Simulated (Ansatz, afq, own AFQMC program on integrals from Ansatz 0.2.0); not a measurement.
# SiGeH3 (quartet): quantum Monte Carlo beside coupled cluster, cc-pVQZ

How near does AFQMC come to the top of the ladder for SiGeH3 (quartet)?

Computed with Ansatz 0.2.0, Gaussian basis, and an in-house AFQMC program (afq) on its integrals; all values are calculated. Level: cc-pVQZ, frozen cores.

Plan: PBE (unrestricted); CCSD(T) on UHF; r2SCAN (unrestricted); CCSD(T) on UHF; PBE0 (unrestricted); CCSD(T) on UHF; B3LYP (unrestricted); wB97M-V (unrestricted); B2PLYP (unrestricted); Phaseless AFQMC, CISD trial on UHF.

## 1. The geometry

The geometry is a PBE0/def2-TZVP stationary point (not a proven minimum) of the parent state, kept for this charge and spin. No spin-orbit coupling is included. The filled d shell of Ge may be among the frozen orbitals whatever the setting's name suggests; the logs give the count.

5 atoms, charge 0, spin multiplicity 4.

Atoms are counted from 1 here; the program's logs count them from 0.

Bond lengths: Si1–Ge2 2.352 Å, Si1–H3 1.492 Å, Si1–H4 1.492 Å, Ge2–H5 1.595 Å. Angles: Ge2–Si1–H3 129.6°, Ge2–Si1–H4 123.5°, H3–Si1–H4 106.9°, Si1–Ge2–H5 86.6°.

## 2. PBE (unrestricted)

in.yaml

```yaml
crystal:
  periodic: [false, false, false]
  atoms:
    - {symbol: Si, position_ang: [0.000000, 0.018056, 1.651607]}
    - {symbol: Ge, position_ang: [0.000000, -0.028376, -0.700224]}
    - {symbol: H, position_ang: [0.000000, 1.185718, 2.580640]}
    - {symbol: H, position_ang: [0.000000, -1.209392, 2.499223]}
    - {symbol: H, position_ang: [0.000000, 1.565561, -0.637062]}
basis:
  gaussian: {orbitals: cc-pVQZ}
magnetization: {spin_polarized: true, initial_magnetization: 3}
hamiltonian: {xc: {name: PBE}}
output: {orbitals: {seedname: orbitals}}
```

On the command line:

```sh
> ansatz run in.yaml --threads 1 --pin off --events-out ev --progress --plain --max-ram 5120MiB --backend cpu
```

Standard output:

```text
Functional definition: PBE
  name "PBE"
  cite "Perdew, Burke & Ernzerhof, Phys. Rev. Lett. 77, 3865 (1996) doi:10.1103/PhysRevLett.77.3865"
  parent pbe
  parameter kappa = 0.804
  parameter beta = 0.06672455060314922
  exchange = pbe_x(kappa = kappa, mu = beta*pi^2/3)
  correlation = pbe_c(beta = beta)
892 factors; their error is unknown
mean field evaluation 1: about -64427.1421 eV, gradient 1.9e1 eV
mean field evaluation 2: about -64424.6435 eV, gradient 2.7e1 eV
mean field evaluation 4: about -64428.9706 eV, gradient 1.4e0 eV
mean field evaluation 8: about -64428.9883 eV, gradient 6.8e-2 eV
mean field evaluation 16: about -64428.9800 eV, gradient 1.2e-4 eV
mean field evaluation 32: about -64428.4390 eV, gradient 2.1e0 eV
mean field -64428.98001483 eV, -2367.7213440139 hartree, gradient 2.1e-5 eV, S^2 3.758040; 1 other end points of the search recorded, 0 dependent functions left out
reference -64428.98006206 eV, -2367.7213457495 hartree; 26, 23 occupied and 191, 194 virtual orbitals, 892 factors
Total energy: -64428.98006206 eV, -2367.7213457495 hartree
```

It took 8 s on 1 thread of AMD EPYC 7R13 (Zen 3), shared host; peak memory 3.3 GiB.

From the report: ⟨S²⟩ of the determinant 3.758 (pure quartet: 3.75).

## 3. CCSD(T) on UHF

Changes to in.yaml since step 2:

```diff
@@ -11,3 +11,2 @@
 magnetization: {spin_polarized: true, initial_magnetization: 3}
-hamiltonian: {xc: {name: PBE}}
-output: {orbitals: {seedname: orbitals}}
+correlation: {method: ccsd_t, electrons: outside_noble_gas, hamiltonian_folder: ham}
```

On the command line:

```sh
> ansatz run in.yaml --threads 1 --pin off --events-out ev --progress --plain --max-ram 15360MiB --backend cuda --devices 0, --max-vram 18GiB
```

Standard output, shortened:

```text
Functional definition: HF
  name "HF"
  cite "Fock, Z. Phys. 61, 126 (1930) doi:10.1007/BF01340294"
  parent pbe
[...]
1295 factors; integrals over basis functions are off by at most 1.2e-3 eV
[...]
mean field -64381.43836104 eV, -2365.9742204618 hartree, gradient 5.9e-6 eV, S^2 3.783572; 2 other end points of the search recorded, 0 dependent functions left out
determinant -64381.43836104 eV, -2365.9742204618 hartree, with singles and doubles -64387.97549389 eV, -2366.2144556633 hartree
determinant -64379.29543548 eV, -2365.8954694001 hartree, with singles and doubles -64386.08048590 eV, -2366.1448154040 hartree
determinant -64379.01700378 eV, -2365.8852372238 hartree, with singles and doubles -64385.80605507 eV, -2366.1347302571 hartree
19 core orbitals not correlated: weight in the atoms' cores, before any rotation towards them, 1.000 or more for the frozen orbitals, at most 0.000 for the correlated occupied ones
reference -64381.43836104 eV, -2365.9742204618 hartree; 7, 4 occupied and 191, 194 virtual orbitals, 1295 factors
second order -5.35201877 eV of doubles, -0.00000000 eV of singles
cycle   1  -6.30764692 eV  change   -5.6e-1 eV  update   2.5e-2
[...]
cycle  11  -6.33251058 eV  change   -3.9e-6 eV  update   8.3e-6
perturbative correction -0.25590892 eV, -0.0094044795 hartree
Total energy: -64388.02678054 eV, -2366.2163404128 hartree
```

It took 14 s on 1 × NVIDIA H100 80GB HBM3 with 1 thread of AMD EPYC 7R13 (Zen 3), shared host; peak host memory 3.3 GiB.

From the report: ⟨S²⟩ of the determinant 3.784 (pure quartet: 3.75); correlation -6.5884 eV; T1 0.020; largest double amplitude 0.03.

This run also writes the integrals to the folder ham.

## 4. r2SCAN (unrestricted)

Changes to in.yaml since step 3:

```diff
@@ -11,2 +11,2 @@
 magnetization: {spin_polarized: true, initial_magnetization: 3}
-correlation: {method: ccsd_t, electrons: outside_noble_gas, hamiltonian_folder: ham}
+hamiltonian: {xc: {name: r2SCAN}}
```

On the command line:

```sh
> ansatz run in.yaml --threads 1 --pin off --events-out ev --progress --plain --max-ram 5120MiB --backend cpu
```

Standard output:

```text
Functional definition: r2SCAN
  name "r2SCAN"
  cite "Furness, Kaplan, Ning, Perdew & Sun, J. Phys. Chem. Lett. 11, 8208 (2020) doi:10.1021/acs.jpclett.0c02405"
  cite "Furness, Kaplan, Ning, Perdew & Sun, J. Phys. Chem. Lett. 11, 9248 (2020) doi:10.1021/acs.jpclett.0c03077"
  parent r2scan
  parameter k0 = 0.174
  parameter k1 = 0.065
  parameter a1 = 4.9479
  exchange = r2scan_x(k0 = k0, k1 = k1, a1 = a1)
  correlation = r2scan_c
892 factors; their error is unknown
mean field evaluation 1: about -64439.4820 eV, gradient 1.5e1 eV
mean field evaluation 2: about -64438.9243 eV, gradient 1.8e1 eV
mean field evaluation 4: about -64440.8667 eV, gradient 6.8e-1 eV
mean field evaluation 8: about -64440.8644 eV, gradient 3.4e-2 eV
mean field evaluation 16: about -64440.8644 eV, gradient 9.6e-5 eV
mean field -64440.86440826 eV, -2368.1580874168 hartree, gradient 3.8e-5 eV, S^2 3.767222; 0 other end points of the search recorded, 0 dependent functions left out
reference -64440.86442789 eV, -2368.1580881381 hartree; 26, 23 occupied and 191, 194 virtual orbitals, 892 factors
Total energy: -64440.86442789 eV, -2368.1580881381 hartree
```

Wall time 12 s (1 thread of AMD EPYC 7R13 (Zen 3), shared host); peak memory 3.3 GiB.

From the report: ⟨S²⟩ of the determinant 3.767 (pure quartet: 3.75).

## 5. CCSD(T) on UHF

Changes to in.yaml since step 4:

```diff
@@ -9,4 +9,4 @@
 basis:
-  gaussian: {orbitals: cc-pVQZ}
+  gaussian: {orbitals: def2-TZVPP}
 magnetization: {spin_polarized: true, initial_magnetization: 3}
-hamiltonian: {xc: {name: r2SCAN}}
+correlation: {method: ccsd_t, electrons: outside_noble_gas}
```

On the command line:

```sh
> ansatz run in.yaml --threads 1 --pin off --events-out ev --progress --plain --max-ram 15360MiB --backend cuda --devices 0, --max-vram 18GiB
```

Standard output, shortened:

```text
Functional definition: HF
  name "HF"
  cite "Fock, Z. Phys. 61, 126 (1930) doi:10.1007/BF01340294"
  parent pbe
[...]
793 factors; integrals over basis functions are off by at most 1.1e-3 eV
[...]
mean field -64380.07100007 eV, -2365.9239708729 hartree, gradient 5.9e-6 eV, S^2 3.782951; 2 other end points of the search recorded, 0 dependent functions left out
determinant -64380.07100007 eV, -2365.9239708729 hartree, with singles and doubles -64386.24937429 eV, -2366.1510219378 hartree
determinant -64377.91522665 eV, -2365.8447476611 hartree, with singles and doubles -64384.33791103 eV, -2366.0807769585 hartree
determinant -64377.60142160 eV, -2365.8332155384 hartree, with singles and doubles -64384.03267976 eV, -2366.0695599165 hartree
19 core orbitals not correlated: weight in the atoms' cores, before any rotation towards them, 1.000 or more for the frozen orbitals, at most 0.000 for the correlated occupied ones
reference -64380.07100007 eV, -2365.9239708729 hartree; 7, 4 occupied and 106, 109 virtual orbitals, 793 factors
second order -5.01169559 eV of doubles, -0.00000000 eV of singles
cycle   1  -6.04471159 eV  change   -4.2e-1 eV  update   2.1e-2
[...]
cycle   9  -6.06257846 eV  change    9.5e-6 eV  update   1.3e-5
perturbative correction -0.22780598 eV, -0.0083717155 hartree
Total energy: -64386.36138451 eV, -2366.1551382375 hartree
```

Wall time 6.5 s (1 × NVIDIA H100 80GB HBM3 with 1 thread of AMD EPYC 7R13 (Zen 3), shared host); peak host memory 3.3 GiB.

From the report: ⟨S²⟩ of the determinant 3.783 (pure quartet: 3.75); correlation -6.2904 eV; T1 0.020; largest double amplitude 0.03.

## 6. PBE0 (unrestricted)

Changes to in.yaml since step 5:

```diff
@@ -9,4 +9,5 @@
 basis:
-  gaussian: {orbitals: def2-TZVPP}
+  gaussian: {orbitals: cc-pVQZ}
 magnetization: {spin_polarized: true, initial_magnetization: 3}
-correlation: {method: ccsd_t, electrons: outside_noble_gas}
+hamiltonian: {xc: {name: PBE0}}
+output: {orbitals: {seedname: orbitals}}
```

On the command line:

```sh
> ansatz run in.yaml --threads 1 --pin off --events-out ev --progress --plain --max-ram 5120MiB --backend cpu
```

Standard output:

```text
Functional definition: PBE0
  name "PBE0"
  cite "Adamo & Barone, J. Chem. Phys. 110, 6158 (1999) doi:10.1063/1.478522"
  cite "Perdew, Burke & Ernzerhof, Phys. Rev. Lett. 77, 3865 (1996) doi:10.1103/PhysRevLett.77.3865"
  parent pbe
  parameter a = 0.25
  parameter kappa = 0.804
  parameter beta = 0.06672455060314922
  exchange = (1 - a)*pbe_x(kappa = kappa, mu = beta*pi^2/3) + a*exact_x
  correlation = pbe_c(beta = beta)
992 factors; their error is unknown
mean field evaluation 1: about -64430.0431 eV, gradient 1.3e1 eV
mean field evaluation 2: about -64430.2365 eV, gradient 1.3e1 eV
mean field evaluation 4: about -64431.0304 eV, gradient 5.4e-1 eV
mean field evaluation 8: about -64431.2791 eV, gradient 1.7e-1 eV
mean field evaluation 16: about -64431.2792 eV, gradient 2.9e-4 eV
mean field -64431.27918602 eV, -2367.8058369965 hartree, gradient 1.3e-5 eV, S^2 3.761214; 0 other end points of the search recorded, 0 dependent functions left out
reference -64431.27922166 eV, -2367.8058383062 hartree; 26, 23 occupied and 191, 194 virtual orbitals, 992 factors
Total energy: -64431.27922166 eV, -2367.8058383062 hartree
```

Run time: 9 s. Hardware: 1 thread of AMD EPYC 7R13 (Zen 3), shared host; peak memory 3.3 GiB.

From the report: ⟨S²⟩ of the determinant 3.761 (pure quartet: 3.75).

## 7. CCSD(T) on UHF

Changes to in.yaml since step 6:

```diff
@@ -9,5 +9,4 @@
 basis:
-  gaussian: {orbitals: cc-pVQZ}
+  gaussian: {orbitals: "def2-QZVPP.json"}
 magnetization: {spin_polarized: true, initial_magnetization: 3}
-hamiltonian: {xc: {name: PBE0}}
-output: {orbitals: {seedname: orbitals}}
+correlation: {method: ccsd_t, electrons: outside_noble_gas}
```

On the command line:

```sh
> ansatz run in.yaml --threads 1 --pin off --events-out ev --progress --plain --max-ram 15360MiB --backend cuda --devices 0, --max-vram 18GiB
```

Standard output, shortened:

```text
Functional definition: HF
  name "HF"
  cite "Fock, Z. Phys. 61, 126 (1930) doi:10.1007/BF01340294"
  parent pbe
[...]
1538 factors; integrals over basis functions are off by at most 1.0e-3 eV
[...]
mean field -64381.45607768 eV, -2365.9748715366 hartree, gradient 4.1e-6 eV, S^2 3.783744; 2 other end points of the search recorded, 0 dependent functions left out
determinant -64381.45607768 eV, -2365.9748715366 hartree, with singles and doubles -64388.00980050 eV, -2366.2157164079 hartree
determinant -64379.31881197 eV, -2365.8963284701 hartree, with singles and doubles -64386.11913848 eV, -2366.1462358601 hartree
determinant -64379.04655817 eV, -2365.8863233277 hartree, with singles and doubles -64385.85162743 eV, -2366.1364050105 hartree
19 core orbitals not correlated: weight in the atoms' cores, before any rotation towards them, 1.000 or more for the frozen orbitals, at most 0.000 for the correlated occupied ones
reference -64381.45607768 eV, -2365.9748715366 hartree; 7, 4 occupied and 223, 226 virtual orbitals, 1538 factors
second order -5.36902512 eV of doubles, -0.00000000 eV of singles
cycle   1  -6.31831725 eV  change   -5.8e-1 eV  update   2.5e-2
[...]
cycle  11  -6.34523285 eV  change   -3.4e-6 eV  update   8.1e-6
perturbative correction -0.25711548 eV, -0.0094488198 hartree
Total energy: -64388.05842602 eV, -2366.2175033626 hartree
```

It took 14 s on 1 × NVIDIA H100 80GB HBM3 with 1 thread of AMD EPYC 7R13 (Zen 3), shared host; peak host memory 3.3 GiB.

From the report: ⟨S²⟩ of the determinant 3.784 (pure quartet: 3.75); correlation -6.6023 eV; T1 0.020; largest double amplitude 0.03.

## 8. B3LYP (unrestricted)

Changes to in.yaml since step 7:

```diff
@@ -9,4 +9,4 @@
 basis:
-  gaussian: {orbitals: "def2-QZVPP.json"}
+  gaussian: {orbitals: cc-pVQZ}
 magnetization: {spin_polarized: true, initial_magnetization: 3}
-correlation: {method: ccsd_t, electrons: outside_noble_gas}
+hamiltonian: {xc: {name: B3LYP}}
```

On the command line:

```sh
> ansatz run in.yaml --threads 1 --pin off --events-out ev --progress --plain --max-ram 5120MiB --backend cpu
```

Standard output, shortened:

```text
Functional definition: B3LYP
  name "B3LYP"
  cite "Stephens, Devlin, Chabalowski & Frisch, J. Phys. Chem. 98, 11623 (1994) doi:10.1021/j100096a001"
  cite "Becke, Phys. Rev. A 38, 3098 (1988) doi:10.1103/PhysRevA.38.3098"
  cite "Lee, Yang & Parr, Phys. Rev. B 37, 785 (1988) doi:10.1103/PhysRevB.37.785"
  cite "Vosko, Wilk & Nusair, Can. J. Phys. 58, 1200 (1980) doi:10.1139/p80-159"
[...]
985 factors; their error is unknown
[...]
mean field -64443.56527338 eV, -2368.2573423794 hartree, gradient 3.5e-5 eV, S^2 3.757430; 0 other end points of the search recorded, 0 dependent functions left out
reference -64443.56551546 eV, -2368.2573512756 hartree; 26, 23 occupied and 191, 194 virtual orbitals, 985 factors
Total energy: -64443.56551546 eV, -2368.2573512756 hartree
```

It took 9 s on 1 thread of AMD EPYC 7R13 (Zen 3), shared host; peak memory 3.3 GiB.

From the report: ⟨S²⟩ of the determinant 3.757 (pure quartet: 3.75).

## 9. wB97M-V (unrestricted)

Changes to in.yaml since step 8:

```diff
@@ -11,2 +11,3 @@
 magnetization: {spin_polarized: true, initial_magnetization: 3}
-hamiltonian: {xc: {name: B3LYP}}
+hamiltonian: {xc: {name: wB97M-V}}
+output: {orbitals: {seedname: orbitals}}
```

Launched as before.

Standard output, shortened:

```text
Functional definition: wB97M-V
  name "wB97M-V"
  cite "Mardirossian & Head-Gordon, J. Chem. Phys. 144, 214110 (2016) doi:10.1063/1.4952647"
  cite "Becke, J. Chem. Phys. 107, 8554 (1997) doi:10.1063/1.475007"
  cite "Vydrov & Van Voorhis, J. Chem. Phys. 133, 244103 (2010) doi:10.1063/1.3521275"
  # Of w^i u^j: cxij and so on, Table III.
[...]
  gx(w, u) = 1 - cx + cx01*u + cx10*w
  gss(w, u) = css00 + css04*u^4 + css10*w + css20*w^2 + css43*w^4*u^3
  gos(w, u) = cos00 + cos10*w + (cos20 + cos21*u)*w^2 + (cos60 + cos61*u)*w^6
[...]
      + integral(e_c_pw_mod_opposite_spin*gos(b97_w_opposite, b97_u_opposite)) + vv10(b, c)
962 factors; their error is unknown
222 factors; integrals over basis functions are off by at most 1.8e-5 eV
[...]
mean field -64437.55860616 eV, -2368.0366014304 hartree, gradient 8.6e-5 eV, S^2 3.756121; 0 other end points of the search recorded, 0 dependent functions left out
reference -64437.55865514 eV, -2368.0366032306 hartree; 26, 23 occupied and 191, 194 virtual orbitals, 962 factors
Total energy: -64437.55865514 eV, -2368.0366032306 hartree
```

Wall time 25 s (1 thread of AMD EPYC 7R13 (Zen 3), shared host); peak memory 3.3 GiB.

From the report: ⟨S²⟩ of the determinant 3.756 (pure quartet: 3.75).

## 10. B2PLYP (unrestricted)

Changes to in.yaml since step 9:

```diff
@@ -11,3 +11,3 @@
 magnetization: {spin_polarized: true, initial_magnetization: 3}
-hamiltonian: {xc: {name: wB97M-V}}
-output: {orbitals: {seedname: orbitals}}
+hamiltonian: {xc: {name: B2PLYP}}
+correlation: {electrons: outside_noble_gas}
```

Same command.

Standard output, shortened:

```text
Functional definition: B2PLYP
  name "B2PLYP"
  cite "Grimme, J. Chem. Phys. 124, 034108 (2006) doi:10.1063/1.2148954"
  cite "Becke, Phys. Rev. A 38, 3098 (1988) doi:10.1103/PhysRevA.38.3098"
  cite "Lee, Yang & Parr, Phys. Rev. B 37, 785 (1988) doi:10.1103/PhysRevB.37.785"
[...]
1295 factors; integrals over basis functions are off by at most 1.2e-3 eV
[...]
mean field -64425.24143724 eV, -2367.5839538215 hartree, gradient 3.0e-6 eV, S^2 3.764847; 0 other end points of the search recorded, 0 dependent functions left out
19 core orbitals not correlated: weight in the atoms' cores, before any rotation towards them, 0.999 or more for the frozen orbitals, at most 0.000 for the correlated occupied ones
reference -64425.24158991 eV, -2367.5839594320 hartree; 7, 4 occupied and 191, 194 virtual orbitals, 1295 factors
second order -6.78324975 eV of doubles, -0.00000000 eV of singles
Total energy: -64427.07306734 eV, -2367.6512649862 hartree
```

Run time: 15 s. Hardware: 1 thread of AMD EPYC 7R13 (Zen 3), shared host; peak memory 4.1 GiB.

From the report: ⟨S²⟩ of the determinant 3.765 (pure quartet: 3.75).

## 11. Phaseless AFQMC, CISD trial on UHF

It reads the integrals that the CCSD(T) run on this determinant wrote.

On the command line:

```sh
> afq ham --method phaseless --trial cisd --walkers 200 --populations 10 --least-time 60 --time-step 0.005 --steps-per-block 50 --equilibration-blocks 28 --max-blocks 4000 --target-error 0.0002 --factor-cut 1e-05 --start spin_pure --seed 5672 --release-times 0.24,0.51,0.99,1.62,2.4 --release-step 0.03 --release-every 3 --taylor-order 6
```

Standard output:

```text
orbitals 198  electrons 7 4  factors 1270 of 1295
reference energy -2365.97422046 Eh
CCSD correlation -0.23271552 Eh in 15 cycles, weight of the determinant in the CISD state 0.8640
energy of the start -2366.205792 Eh
 block  time / (1/Eh)  mean weight  energy / Eh
     1     0.250  1.0003  -2366.203374
     2     0.500  0.9984  -2366.205390
     3     0.750  1.0019  -2366.207181
     4     1.000  0.9996  -2366.209312
     5     1.250  0.9999  -2366.211542
     6     1.500  1.0017  -2366.214733
     7     1.750  1.0003  -2366.215955
     8     2.000  1.0011  -2366.214122
     9     2.250  0.9999  -2366.217270
    10     2.500  0.9998  -2366.215697
    17     4.250  1.0003  -2366.217727
    25     6.250  1.0000  -2366.221325
    33     8.250  1.0004  -2366.220360
    41    10.250  1.0004  -2366.218552
    49    12.250  0.9993  -2366.212501
    57    14.250  0.9982  -2366.215374
    65    16.250  1.0010  -2366.216338
    73    18.250  1.0009  -2366.217799
    81    20.250  1.0000  -2366.214234
    89    22.250  0.9998  -2366.216985
    97    24.250  0.9992  -2366.219506
   105    26.250  0.9983  -2366.220530
   113    28.250  1.0000  -2366.217328
   121    30.250  1.0016  -2366.219054
   129    32.250  0.9998  -2366.218606
   137    34.250  0.9987  -2366.217140
   145    36.250  0.9993  -2366.217630
   153    38.250  0.9999  -2366.218625
   161    40.250  0.9985  -2366.216222
   169    42.250  0.9995  -2366.217866
   177    44.250  0.9989  -2366.216436
   185    46.250  1.0010  -2366.216419
   193    48.250  0.9979  -2366.216175
   201    50.250  1.0004  -2366.217053
   209    52.250  0.9986  -2366.216650
   217    54.250  1.0017  -2366.216517
   225    56.250  1.0003  -2366.213802
   233    58.250  1.0005  -2366.219211
   241    60.250  0.9985  -2366.220654
   249    62.250  1.0005  -2366.216787
   257    64.250  1.0002  -2366.215329
   265    66.250  0.9999  -2366.214817
   273    68.250  1.0003  -2366.216749
   281    70.250  0.9998  -2366.218858
   289    72.250  1.0016  -2366.214342
   297    74.250  0.9997  -2366.218224
   305    76.250  1.0010  -2366.216661
   313    78.250  1.0017  -2366.218175
   321    80.250  0.9986  -2366.214515
   329    82.250  0.9986  -2366.218254
   337    84.250  0.9994  -2366.218303
   345    86.250  0.9993  -2366.218518
   353    88.250  1.0008  -2366.218098
error from the spread of 10 populations
released: time / (1/Eh)  energy / Eh  error  mean overlap
  0.24  -2366.217589  0.000174  0.9934
  0.51  -2366.217930  0.000154  0.9889
  0.99  -2366.218152  0.000201  0.9792
  1.62  -2366.218435  0.000289  0.9676
  2.40  -2366.218384  0.000350  0.9682
energy -2366.217137 +/- 0.000181 Eh
```

Wall time 5.2 min (1 × NVIDIA H100 80GB HBM3 with 2 threads of AMD EPYC 7R13 (Zen 3), shared host); peak host memory 4.1 GiB.

Energy -64388.0484 ± 0.0049 eV. Caveats: constraint bias not in the error.

## 12. All levels side by side

On the UHF determinant, counted from CCSD(T) (a yardstick, not exact):

| level | energy (eV) | from CCSD(T) (kcal/mol) | statistical error (kcal/mol) | time |
| --- | --- | --- | --- | --- |
| HF | -64381.4384 | +151.93 |  |  |
| MP2 | -64386.7904 | +28.51 |  |  |
| CCSD | -64387.7709 | +5.90 |  |  |
| CCSD(T) | -64388.0268 | 0.00 |  |  |
| Phaseless AFQMC, CISD trial, step 0.005, 200 walkers | -64388.0484 | -0.50 | 0.11 | 5.2 min |

The functionals' totals stand on their own zeros and serve differences with other points: PBE -64428.980 eV; r2SCAN -64440.864 eV; PBE0 -64431.279 eV; B3LYP -64443.566 eV; wB97M-V -64437.559 eV; B2PLYP -64427.073 eV.

## 13. What came out

| quantity | value |
| --- | --- |
| Phaseless AFQMC, CISD trial on UHF from CCSD(T) | -0.50 ± 0.11 kcal/mol |

In words: On UHF the phaseless walk with the CISD trial lies -0.50 kcal/mol from CCSD(T), 4 times its error bar. Error bars are statistical and leave out the constraint, the time step and what remains of the start.
